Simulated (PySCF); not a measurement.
**C₂H₆ClGa: electronic excitations**

What electronic excitations should C₂H₆ClGa (`C[CH2][GaH][Cl]`) show?

Programs: PySCF 2.14.0, with density-fitted response routines of our own. Each step states its level of theory. These are calculated values for one molecule in the gas phase, unless marked as measured. Atoms count from 0, in the outputs and in this text.

**1. Starting geometry**

10 atoms, charge 0, multiplicity 1; geometry from: GFN2-xTB.

Bonds of the start (Å): C0–C1 1.53, C1–Ga2 2.06, Ga2–Cl3 2.09, C0–H4 1.09, C0–H5 1.09, C0–H6 1.09, C1–H7 1.10, C1–H8 1.10, Ga2–H9 1.59.

**2. Excited states and response: wB97X-D/def2-SVPD**

Job settings and geometry (Å):

```
{"job": {"kind": "uv", "xc": "wB97X-D", "basis": "def2-SVPD", "nstates": 8, "ntriplets": 3}, "charge": 0, "multiplicity": 1}
C     -1.089213     0.522921     0.340422
C     -0.432578    -0.544843    -0.535430
Ga     1.612177    -0.302187    -0.536115
Cl     2.561466     1.216025     0.540175
H     -2.172866     0.406613     0.356795
H     -0.723376     0.458357     1.367517
H     -0.858436     1.522939    -0.032955
H     -0.681966    -1.546979    -0.170165
H     -0.808943    -0.482959    -1.562079
H      2.602618    -1.245233    -1.349218
```

Method: TDDFT wB97X-D/def2-SVPD, vertical, gas phase, core orbitals frozen in the response.

Run with:

```console
$ OMP_NUM_THREADS=1 python probes_run.py task.json out
```

The driver reads the jobs from task.json and runs them one after another.

Predict these results of the whole session: lowest singlet (wB97X-D/def2-SVPD); brightest single state of those computed; lowest triplet.

The runs gave:

| quantity | value |
| --- | --- |
| lowest singlet (wB97X-D/def2-SVPD) | 4.98 eV (249 nm), f = 0.000 |
| brightest single state of those computed | state 3, 6.75 eV, f = 0.130 |
| lowest triplet | 4.71 eV |

The first singlet state (HOMO→LUMO 0.98) lies at 4.98 eV and is dark; of the 8 states computed, the strongest absorption comes from state 3 at 6.75 eV. The lowest triplet lies 0.27 eV below the lowest singlet (triplets in Tamm-Dancoff, singlets in full TDDFT).
